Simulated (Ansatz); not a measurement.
Ta3AsAu2O13:

```
CELL_PARAMETERS angstrom
5.24237 3.02668 4.14273
-5.24237 3.02668 4.14273
0.00000 -6.05337 4.14273
ATOMIC_POSITIONS crystal
Ta 0.23108 0.57229 0.23108
Ta 0.23108 0.23108 0.57229
Ta 0.57229 0.23108 0.23108
As 0.55878 0.55878 0.55878
Au 0.96559 0.96559 0.96559
Au 0.75105 0.75105 0.75105
O 0.40884 0.66762 0.40884
O 0.40884 0.40884 0.66762
O 0.66762 0.40884 0.40884
O 0.49726 0.01313 0.36024
O 0.36024 0.49726 0.01313
O 0.01313 0.36024 0.49726
O 0.36024 0.01313 0.49726
O 0.01313 0.49726 0.36024
O 0.49726 0.36024 0.01313
O 0.10963 0.74806 0.10963
O 0.10963 0.10963 0.74806
O 0.74806 0.10963 0.10963
O 0.30840 0.30840 0.30840
```

The cell was built by a generator and needn't be a form met in nature.

Base run:

| Quantity | Value |
| --- | --- |
| Program | Ansatz 0.2.0 |
| Functional | PBE |
| Potentials or basis | all-electron LAPW, scalar-relativistic |
| Cutoff | 566 eV (chosen from the basis error) |
| Basis error allowed | 0.003 eV/atom |
| k mesh | 3 × 3 × 3 |
| Occupations | fermi-dirac, width 0.05 eV |
| Spin | no spin polarisation |
| Hubbard terms | Au d U = 6 eV, Ta d U = 6 eV |

Its results: band gap on the k mesh 1.08 eV, indirect (least direct gap 1.10 eV); pressure 1.8 GPa; largest force 1.013 eV/Å.

**Question.** The run is repeated on the same cell with these changes: functional from PBE to PBEsol; hubbard terms from Au d U = 6 eV, Ta d U = 6 eV to none. What comes out?

**Answer.** Band gap on the k mesh 1.05 eV, indirect (least direct gap 1.10 eV); pressure -3.0 GPa; largest force 0.380 eV/Å.

Several settings changed at once, so the effect can't be laid on one alone.

Caveats: spin-orbit coupling is left out, which moves the levels of the heavy elements; U is the effective U less J, on atomic orbitals that reach past the spheres (some runs); an odd mesh through Γ misses points on the zone boundary, where band edges often lie (some runs); forces of over 1 eV/Å show positions far from the minimum, so gaps and moduli don't describe the material at rest (some runs).
